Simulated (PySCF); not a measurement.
**GeH8SSi2: electronic excitations**

Aim: predict the electronic excitations of GeH8SSi2 (`[SiH3][S][GeH2][SiH3]`).

Computed with PySCF 2.14.0, with density-fitted response routines of our own, on a single molecule in the gas phase. Atoms count from 0, in the outputs and in this text.

### 1 Starting geometry

12 atoms, charge 0, multiplicity 1; geometry from: GFN2-xTB.

Bonds of the start (Å): Si0–S1 2.14, S1–Ge2 2.23, Ge2–Si3 2.35, Si0–H4 1.46, Si0–H5 1.46, Si0–H6 1.45, Ge2–H7 1.53, Ge2–H8 1.53, Si3–H9 1.46, Si3–H10 1.46, Si3–H11 1.46.

### 2 TDDFT and polarisability: CAM-B3LYP/def2-SVPD

The job: settings as JSON, then the geometry in Å.

```
{"job": {"kind": "uv", "xc": "CAM-B3LYP", "basis": "def2-SVPD", "nstates": 8, "ntriplets": 3}, "charge": 0, "multiplicity": 1}
Si     2.746328    -0.415585    -0.239253
S      0.776724    -1.122258    -0.694910
Ge    -0.479360     0.474819     0.233474
Si    -2.762764    -0.044120    -0.004738
H      2.895387    -0.372371     1.212511
H      2.915962     0.911933    -0.822794
H      3.590643    -1.418512    -0.865494
H      0.033357     0.630038     1.665947
H      0.011490     1.787872    -0.377635
H     -2.974340    -1.471804     0.221684
H     -3.525033     0.716191     0.987285
H     -3.227194     0.323112    -1.342106
```

Method: TDDFT CAM-B3LYP/def2-SVPD, vertical, gas phase, core orbitals frozen in the response.

Started as:

```console
> OMP_NUM_THREADS=1 python probes_run.py task.json out
```

This one command runs all jobs of the session in turn.

The program printed:

```text
coarse grid: 46336 points
cycle   1  E = -3058.5435271801  dE = -6.772e-01  |g| = 4.707e-01  |ddm| = 3.691e+00
cycle   2  E = -3058.5519551749  dE = -8.428e-03  |g| = 4.768e-01  |ddm| = 1.079e+00
cycle   3  E = -3058.5880580352  dE = -3.610e-02  |g| = 2.575e-02  |ddm| = 5.427e-01
cycle   4  E = -3058.5882657570  dE = -2.077e-04  |g| = 1.069e-02  |ddm| = 8.769e-02
cycle   5  E = -3058.5883036462  dE = -3.789e-05  |g| = 2.394e-03  |ddm| = 2.442e-02
cycle   6  E = -3058.5883053703  dE = -1.724e-06  |g| = 6.739e-04  |ddm| = 5.763e-03
final grid: 91616 points
cycle   7  E = -3058.5883103931  dE = -1.090e-07  |g| = 5.964e-04  |ddm| = 2.918e-03
cycle   8  E = -3058.5883104167  dE = -2.364e-08  |g| = 5.433e-04  |ddm| = 2.012e-03
cycle   9  E = -3058.5883105058  dE = -8.912e-08  |g| = 2.022e-05  |ddm| = 9.704e-04
cycle  10  E = -3058.5883105061  dE = -3.106e-10  |g| = 8.256e-06  |ddm| = 6.198e-05
converged SCF energy = -3058.5883105061

Static polarisability (au): isotropic 111.427, principal 88.886 99.652 145.742

Singlet excitations
state   eV       nm        f      main configurations
  1   5.4177    228.9   0.00900   H->L 0.94
  2   5.9493    208.4   0.00113   H->L+1 0.68, H->L+2 0.12
  3   6.5266    190.0   0.00076   H->L+2 0.57, H->L+1 0.15, H->L+6 0.08
  4   6.6116    187.5   0.00466   H->L+3 0.77
  5   6.7701    183.1   0.01354   H->L+4 0.40, H-1->L 0.37
  6   6.8231    181.7   0.01575   H-1->L 0.47, H->L+4 0.29
  7   7.1691    172.9   0.18224   H-2->L 0.71
  8   7.2185    171.8   0.01551   H->L+5 0.79

Triplet excitations (Tamm-Dancoff, eV): 5.0171 5.6824 6.2665
```

Run time: 59 s. Hardware: 1 thread of Arm Neoverse N1, shared host; peak memory 0.76 GiB.

The orbitals next to the gap, with their largest atomic shares:

```csv
orbital,eV,atoms
HOMO−3,-10.87,"Ge2 30 %, H8 17 %, H7 16 %"
HOMO−2,-9.87,"S1 30 %, Ge2 24 %, Si3 18 %"
HOMO−1,-9.68,"S1 46 %, Ge2 17 %, Si0 10 %"
HOMO,-8.36,"S1 71 %, Si0 9 %, Ge2 9 %"
LUMO,0.31,"Ge2 24 %, S1 23 %, Si3 17 %"
LUMO+1,0.65,"Ge2 23 %, Si3 20 %, Si0 10 %"
LUMO+2,0.91,"Si3 32 %, Ge2 15 %, S1 13 %"
```

With each of the 8 states as a Gaussian band of 0.4 eV half-width at 1/e, the curve within the window shown has maxima at 228 nm (ε 370), 174 nm (ε 8,500) L/(mol cm). Beyond the last state computed it falls off for lack of states. The curve at chosen wavelengths:

```csv
nm,ε (L/mol/cm)
165,3847
169,6913
172,8351
176,8125
180,6131
183,4390
187,2519
191,1330
194,792
198,386
202,201
205,147
209,141
213,180
217,244
220,295
224,349
228,372
231,365
235,325
239,265
242,214
246,151
250,99
253,69
257,41
```

Leading natural transition orbitals of singlet state 7: the hole lies on S1 47 %; Ge2 18 %; H6 9 %; the particle on S1 22 %; Ge2 15 %; H6 10 %.

Leading natural transition orbitals of singlet state 1: the hole lies on S1 79 %; the particle on S1 25 %; Ge2 23 %; 4 H atoms about 8 % each.

Ground-state properties from the same run:

```csv
property,computed
dipole moment (D),1.30
polarisability (Å³),16.51
HOMO–LUMO gap (eV),8.67
−ε(HOMO) (eV),8.36
```

Orbitals, density, ELF and potential are computed afterwards from the orbital file.

Frontier orbitals at CAM-B3LYP/def2-SVPD, with the share of their density that lies nearest to each atom:

```csv
orbital,energy (eV),lies on
HOMO,-8.36,S1 78 %
LUMO,0.31,"S1 20 %; Ge2 17 %; H8, H10 about 11 % each"
```

ELF in a plane through or near 5 of the atoms.

Values, 10 rows by 14 columns:
```
0.00 0.00 0.00 0.00 0.00 0.00 0.00 0.00 0.00 0.00 0.00 0.00 0.00 0.00
0.00 0.00 0.00 0.00 0.00 0.00 0.00 0.01 0.00 0.00 0.00 0.00 0.00 0.00
0.00 0.00 0.00 0.01 0.01 0.00 0.04 0.11 0.04 0.01 0.06 0.20 0.00 0.00
0.00 0.00 0.01 0.09 0.14 0.01 0.19 0.34 0.22 0.11 0.64 0.98 0.32 0.00
0.00 0.00 0.03 0.31 0.33 0.11 0.23 0.67 0.20 0.78 0.80 0.99 0.53 0.00
0.00 0.01 0.34 0.15 0.80 0.78 0.76 0.20 0.58 0.10 0.77 0.41 0.07 0.00
0.00 0.11 1.00 1.00 0.30 0.78 0.61 0.65 0.17 0.41 0.47 0.19 0.01 0.00
0.00 0.03 1.00 1.00 0.08 0.71 0.83 0.64 0.01 0.41 0.81 0.15 0.00 0.00
0.00 0.00 0.32 0.57 0.01 0.39 0.74 0.39 0.00 0.06 0.22 0.02 0.00 0.00
0.00 0.00 0.00 0.00 0.00 0.01 0.04 0.00 0.00 0.00 0.00 0.00 0.00 0.00
```
The map spans 12.6 Å across and 8.1 Å up, centred on the molecule. Atoms in the plane (x, y in Å): Si0 (-2.8, -0.2), S1 (-0.9, -1.2), Ge2 (0.5, 0.5), Si3 (2.7, -0.3), H6 (-3.7, -1.3).

log10 of the density (e/Å³) in the same plane.

Ten even steps from '0' (-4.0) to '9' (2.4):
```
0000000000000000000000000000
0000000000000111000000000000
0000000000011222110000000000
0000001111112222221111110000
0000112222223333322222221000
0000122222223444333333322000
0001223333334555443344432100
0001234444334566554455543100
0012344554445689655555543200
0012345665545688655665543200
0013445885555566555885443100
0123455765666655555775432100
0123466555678654445555432100
0123456555667654344554332000
0013445444566543333443321000
0012344334455543223333221000
0001223223444432222222210000
0001111112333322111111100000
0000000001122211000000000000
0000000000001000000000000000
```
The map spans 12.6 Å across and 8.1 Å up, centred on the molecule. Atoms in the plane (x, y in Å): Si0 (-2.8, -0.2), S1 (-0.9, -1.2), Ge2 (0.5, 0.5), Si3 (2.7, -0.3), H6 (-3.7, -1.3).

On the surface of density 0.002 e/bohr³ the electrostatic potential runs, from the 1st to the 99th percentile, from -0.91 V near S1 to 1.35 V near Ge2.

### 3 Summary of results

```
                                quantity                        value
    lowest singlet (CAM-B3LYP/def2-SVPD)  5.42 eV (229 nm), f = 0.009
brightest single state of those computed  state 7, 7.17 eV, f = 0.182
                          lowest triplet                      5.02 eV
   surface potential, 1st and 99th percentile           -0.91 V and 1.35 V
```

In words: The first singlet state (HOMO→LUMO 0.94) lies at 5.42 eV and is weak; of the 8 states computed, the strongest absorption comes from state 7 at 7.17 eV. The lowest triplet lies 0.40 eV below the lowest singlet (triplets in Tamm-Dancoff, singlets in full TDDFT).
